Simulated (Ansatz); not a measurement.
**Ga (bcc type): how the settings move a single-point run**

Question: which choices in the input matter for Ga (bcc type)?

Program: Ansatz 0.2.0. Level of theory: reference: DFT, LDA, norm-conserving pseudopotentials, Ansatz's default files, scalar-relativistic. These are calculated values, not measurements.

2 further runs of the same task are left out: 2 that didn't finish. Runs told in other sessions of the task aren't counted.

### 1 Starting point

The structure is cubic, space group Im-3m (No. 229). Conventional cell: a = 2.979 Å, b = 2.979 Å, c = 2.979 Å, α = 90.00°, β = 90.00°, γ = 90.00°. Around Ga (site symmetry m-3m) lie 8 Ga at 2.58 Å.

Coordinates:

```
CELL_PARAMETERS angstrom
-1.48942 1.48942 1.48942
1.48942 -1.48942 1.48942
1.48942 1.48942 -1.48942
ATOMIC_POSITIONS crystal
Ga 0.00000 0.00000 0.00000
```

### 2 Baseline

Contents of input.yaml:

```yaml
crystal:
  lattice:
    - [-1.4894234511, 1.4894234511, 1.4894234511]
    - [1.4894234511, -1.4894234511, 1.4894234511]
    - [1.4894234511, 1.4894234511, -1.4894234511]
  atoms:
    - { symbol: Ga, position: [0.0, 0.0, 0.0] }
kpoints:
  mp_grid: { grid: [16, 16, 16] }
scf:
  occupations: { method: fermi_dirac, width: 0.05 }
hamiltonian:
  xc: lda
  pseudopotentials: { kind: nc }
output:
  forces: true
  stress: true
  eigenvalues: true
```

Launch:

```
$ ansatz run input.yaml --threads 1 --pin off --max-ram 2048MiB --backend cpu --events-out ev --progress --plain --runs-dir out
```

### 3 Changing settings: lower_state_search light, pseudopotentials.kind paw_fr, noncollinear true, spin_orbit true

input.yaml, as its differences from that of step 2:

```diff
@@ -11,5 +11,6 @@
   occupations: { method: fermi_dirac, width: 0.05 }
+  lower_state_search: light
 hamiltonian:
   xc: lda
-  pseudopotentials: { kind: nc }
+  pseudopotentials: { kind: paw_fr }
 output:
@@ -18 +19,4 @@
   eigenvalues: true
+magnetization:
+  noncollinear: true
+  spin_orbit: true
```

**Question.** What will these runs give? Wanted: for each run, ending; energy change; pressure; gap; force.

The runs gave:

```tsv
run	ending	energy change	pressure (GPa)	gap (eV)	force (eV/Å)	cycles	time
reference	converged	-	33.5	0.00	0.00	6	4.3 s
1: lower_state_search light, pseudopotentials.kind paw_fr, noncollinear true, spin_orbit true	converged	not comparable	33.7	0.00	0.00	7	8.1 s
```

Residual by cycle in the longest SCF loop of each run; runs are numbered as in the table. The quantity is the density residual dr2, in eV.

```tsv
cycle	reference	run 1
1	0.162	0.13
2	0.00649	0.0311
3	7.1e-4	0.00276
4	1.1e-6	1.3e-4
5	8.8e-9	7.4e-7
6	4.4e-11	1.3e-10
7	-	1.6e-12
```

After a change of potentials and spin-orbit coupling the difference of the totals has no physical meaning; pressure, gap, moments and forces, where computed, barely move. Cost: 7 SCF cycles against 6, 8.1 s against 4.3 s. The structure is not at rest: the sound run finds 34 GPa, so these are no properties of the relaxed crystal. 
